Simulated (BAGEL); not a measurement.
**HF/6-31G(d) (density fitting with qzvpp-jkfit, spherical functions) run of B2H4ClO− (SMILES [BH3-]B(O)Cl)**

What is the vertical singlet–triplet gap of B2H4ClO− at HF/6-31G* (density fitting with qzvpp-jkfit, spherical functions)? 

Program for the calculation: BAGEL 1.2.2.

2 further runs of the same task are left out: 2 set aside as unsound or not needed.

### Step 1. Starting point

B2H4ClO−: 8 atoms, total charge -1, spin state singlet. SMILES: `[BH3-]B(O)Cl`. The coordinates come from a GFN2-xTB relaxation. This is one conformer, not always the lowest.

Bond lengths: B1–B2 1.690 Å, B2–O3 1.347 Å, B2–Cl4 1.856 Å, B1–H5 1.226 Å, B1–H6 1.221 Å, B1–H7 1.220 Å, O3–H8 0.962 Å. Angles: B1–B2–O3 128.6°, B1–B2–Cl4 122.0°, O3–B2–Cl4 109.3°, B2–B1–H5 107.8°, B2–B1–H6 112.6°, B2–B1–H7 111.9°, B2–O3–H8 115.8°, H5–B1–H6 107.3°, H5–B1–H7 108.0°, H6–B1–H7 109.0°.

### Step 2. A single-point energy at HF/6-31G(d) (density fitting with qzvpp-jkfit, spherical functions)

input.json

```json
{ "bagel" : [

{
  "title" : "molecule",
  "basis" : "6-31gs.json",
  "df_basis" : "qzvpp-jkfit",
  "angstrom" : true,
  "geometry" : [
    { "atom" : "B", "xyz" : [   -0.447790,    1.016350,   -0.227060 ] },
    { "atom" : "B", "xyz" : [    0.233460,   -0.506760,    0.040260 ] },
    { "atom" : "O", "xyz" : [    1.006850,   -0.913170,    1.065530 ] },
    { "atom" : "Cl", "xyz" : [   -0.095510,   -1.942480,   -1.088400 ] },
    { "atom" : "H", "xyz" : [   -1.620560,    0.971210,    0.128850 ] },
    { "atom" : "H", "xyz" : [   -0.437240,    1.334120,   -1.405530 ] },
    { "atom" : "H", "xyz" : [    0.110170,    1.884620,    0.423290 ] },
    { "atom" : "H", "xyz" : [    1.250620,   -1.843890,    1.063070 ] }
  ]
},
{
  "title" : "hf",
  "charge" : -1
},
{
  "title" : "print",
  "file" : "orbitals.molden",
  "orbitals" : true
}

]}
```

The basis set 6-31G* is read from a file made from the Basis Set Exchange's data (not shown).

Started as:

```
$ BAGEL_NUM_THREADS=1 BAGEL input.json > input.out
```

What it wrote:

```text
* using 1 threads per process

  ===============================================================
  ===============================================================

  *** Geometry ***

  { "atom" : "B", "xyz" : [     -0.846200,      1.920623,     -0.429081 ] },
  { "atom" : "B", "xyz" : [      0.441175,     -0.957638,      0.076080 ] },
  { "atom" : "O", "xyz" : [      1.902671,     -1.725641,      2.013560 ] },
  { "atom" : "Cl", "xyz" : [     -0.180488,     -3.670755,     -2.056778 ] },
  { "atom" : "H", "xyz" : [     -3.062415,      1.835321,      0.243491 ] },
  { "atom" : "H", "xyz" : [     -0.826264,      2.521121,     -2.656067 ] },
  { "atom" : "H", "xyz" : [      0.208191,      3.561416,      0.799902 ] },
  { "atom" : "H", "xyz" : [      2.363329,     -3.484447,      2.008911 ] },

  Number of auxiliary basis functions:      427

  Since a DF basis is specified, we compute 2- and 3-index integrals:
    o Being stored without compression. Storage requirement is 0.016 GB

  Number of basis functions:       68
  Number of electrons      :       39

    * METHOD: MOLECULE                             0.14

  *** RHF ***

  === Nuclear Repulsion ===
   129.6752458119

      * DIIS with orbital gradients will be used.

  === RHF iteration (6-31gs.json) ===
      0       -585.92399992          0.02132727           0.03
      1       -586.06674923          0.01191813           0.03
      2       -586.11110649          0.00188625           0.03
      3       -586.11281751          0.00047414           0.03
      4       -586.11296631          0.00008875           0.03
      5       -586.11297411          0.00002360           0.03
      6       -586.11297461          0.00000859           0.03
      7       -586.11297467          0.00000217           0.03
      8       -586.11297468          0.00000053           0.03
      9       -586.11297468          0.00000016           0.03
     10       -586.11297468          0.00000006           0.03
     11       -586.11297468          0.00000002           0.03
     12       -586.11297468          0.00000001           0.03
    * SCF iteration converged.

    * Permanent dipole moment:
           (   -1.095197,     2.791034,    -0.342399) a.u.

    * METHOD: HF                                   0.46

    * METHOD: PRINT                                0.01

  ===============================================================
```

Run time: 0.74 s. Hardware: 1 thread of Arm Neoverse V2, shared host.

### Step 3. The triplet at the same level

Changes to input.json since step 2:

```diff
@@ -18,11 +18,4 @@
 },
-{
-  "title" : "hf",
-  "charge" : -1
-},
-{
-  "title" : "print",
-  "file" : "orbitals.molden",
-  "orbitals" : true
-}
+{ "title" : "uhf", "charge" : -1, "nopen" : 2 },
+{ "title" : "print", "file" : "orbitals.molden", "orbitals" : true }
```

The basis set 6-31G* is read from a file made from the Basis Set Exchange's data (not shown).

Started as:

```
$ BAGEL_NUM_THREADS=1 BAGEL input.json > input.out
```

What it wrote:

```text
* using 1 threads per process

  ===============================================================
  ===============================================================

  *** Geometry ***

  { "atom" : "B", "xyz" : [     -0.846200,      1.920623,     -0.429081 ] },
  { "atom" : "B", "xyz" : [      0.441175,     -0.957638,      0.076080 ] },
  { "atom" : "O", "xyz" : [      1.902671,     -1.725641,      2.013560 ] },
  { "atom" : "Cl", "xyz" : [     -0.180488,     -3.670755,     -2.056778 ] },
  { "atom" : "H", "xyz" : [     -3.062415,      1.835321,      0.243491 ] },
  { "atom" : "H", "xyz" : [     -0.826264,      2.521121,     -2.656067 ] },
  { "atom" : "H", "xyz" : [      0.208191,      3.561416,      0.799902 ] },
  { "atom" : "H", "xyz" : [      2.363329,     -3.484447,      2.008911 ] },

  Number of auxiliary basis functions:      427

  Since a DF basis is specified, we compute 2- and 3-index integrals:
    o Being stored without compression. Storage requirement is 0.016 GB

  Number of basis functions:       68
  Number of electrons      :       39

    * METHOD: MOLECULE                             0.14

  *** Open-shell HF ***

  === Nuclear Repulsion ===
   129.6752458119

      * DIIS with orbital gradients will be used.

  === UHF iteration (6-31gs.json) ===
      0       -585.71155966          0.04351328           0.06
      1       -585.86958170          0.02488735           0.06
      2       -585.91268454          0.01500044           0.06
      3       -585.93285260          0.00255789           0.06
      4       -585.93588338          0.00113327           0.06
      5       -585.93665423          0.00062215           0.06
      6       -585.93697040          0.00028681           0.06
      7       -585.93704298          0.00014231           0.06
      8       -585.93706095          0.00004773           0.06
      9       -585.93706271          0.00001570           0.06
     10       -585.93706309          0.00000694           0.06
     11       -585.93706324          0.00000303           0.06
     12       -585.93706328          0.00000161           0.06
     13       -585.93706330          0.00000075           0.06
     14       -585.93706330          0.00000039           0.06
     15       -585.93706330          0.00000027           0.06
     16       -585.93706330          0.00000016           0.06
     17       -585.93706330          0.00000008           0.06
     18       -585.93706330          0.00000004           0.06
     19       -585.93706330          0.00000002           0.06
     20       -585.93706330          0.00000001           0.06
     21       -585.93706330          0.00000001           0.06
    * SCF iteration converged.

    * S^2 (UHF) is 2.0107

    * Permanent dipole moment:
           (   -0.576049,     1.590040,    -0.152499) a.u.

    * METHOD: UHF                                  1.37

    * METHOD: PRINT                                0.01

  ===============================================================
```

Run time: 1.6 s. Hardware: 1 thread of Arm Neoverse V2, shared host.

### Step 4. Summary of results

Level: HF/6-31G* (density fitting with qzvpp-jkfit, spherical functions).

```
                                                      quantity          value
                                         singlet: total energy  -586.11297 Eh
                                          singlet: HOMO energy       -4.93 eV
                                          singlet: LUMO energy        9.70 eV
singlet: HOMO–LUMO gap (to an unbound level, set by the basis)       14.63 eV
                                         triplet: total energy  -585.93706 Eh
                                                 triplet: ⟨S²⟩          2.011
              vertical energy of the triplet above the singlet       4.787 eV
```

What this shows: At this shape the triplet lies 4.79 eV (110 kcal/mol) above the singlet. For an anion a state so high probably lies above electron detachment.
